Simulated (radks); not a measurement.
**Sn⁻ inside a hard spherical wall**

The task here is to estimate one member of a computed series from the others.

The numbers are computed with radks (a radial shooting solver on a logarithmic mesh, Libxc functionals) version 1 (scalar-relativistic Kohn-Sham, PBEsol, spin-unpolarised, spherical densities, finite nucleus), except any that are marked as measured or tabulated.

### What is computed

- element: tin (Z = 50)
- charge: -1
- electrons: 51
- configuration: [Kr] 4d10 5s2 5p3
- nuclear rms radius: 4.6519 fm

Outer shells as boxes (Hund's rule):

Sn⁻
```
[Kr] core
4d [↑↓][↑↓][↑↓][↑↓][↑↓]
5s [↑↓]
5p [↑ ][↑ ][↑ ]
```

Set-up of the first run:

Settings of this run:

```text
Z 50
configuration [Kr] 4d10 5s2 5p3 6s0 4f0 5d0
relativity scalar-relativistic
functional pbe_sol,pbe_sol
spin unpolarised
nucleus finite rms 4.6519 fm
wall 20 bohr
c 137.035999084
```

Run with:

```
$ python run_ks.py task.json out
```

This one command runs every case of the session in turn.

Among the steps run: Wall at 20 bohr; Wall at 15 bohr; Wall at 12 bohr; Wall at 8 bohr; Wall at 5 bohr; Wall at 4 bohr; Wall at 3 bohr; Wall at 2.5 bohr; Wall at 1.5 bohr.

One of the session's tables, all rows but one given; the rest of the session is left out.

```
R (bohr)  E − E(widest) (eV)  ε(5p) (eV)  ε(6s, empty) (eV)  ε(5d, empty) (eV)  ε(4f, empty) (eV)
      20               0.000       1.166              1.976              2.586              3.088
      15               0.025       1.285              2.580              3.634              4.619
      12                   ?           ?                  ?                  ?                  ?
       8               0.864       2.594              6.860              7.967             11.707
       5               9.039       7.833             23.302             18.060             24.859
       4              25.635      14.709             44.319             29.459             35.802
       3              92.857      35.110             102.30             59.687             56.950
     2.5              206.79      63.084             173.95             96.605             77.348
     1.5              1815.3      338.11             751.89             395.65             210.84
```

Q: Estimate the row for R (bohr) = 12 from the others.

Worked estimate for «E − E(widest) (eV)». A straight line through the neighbours (15, 0.025) and (8, 0.864) gives 0.025 + (0.864 − 0.025) × (12 − 15) / (8 − 15) = 0.385; a parabola fitted to 4 rows on both sides gives -0.676.

The run gave: E − E(widest) (eV): 0.096; ε(5p) (eV): 1.492; ε(6s, empty) (eV): 3.346; ε(5d, empty) (eV): 4.720; ε(4f, empty) (eV): 6.366. In «E − E(widest) (eV)» the line misses by +0.289 and the parabola by -0.772. The values bend between the rows more than so simple an estimate can follow.

In words: At the tightest wall, 1.5 bohr, the energy stands 1815.3 eV above the widest wall (20 bohr) and the pressure, −dE/dV, is 187890 GPa. Of the levels in the table that exist at both ends, 6s (empty) rises most from the widest wall (20 bohr) (749.92 eV). From R = 20 bohr inwards the highest occupied level lies above zero, in an anion first from self-interaction, then from the wall. Shells are not refilled when levels cross, and a hard wall is a model, not a crystal.
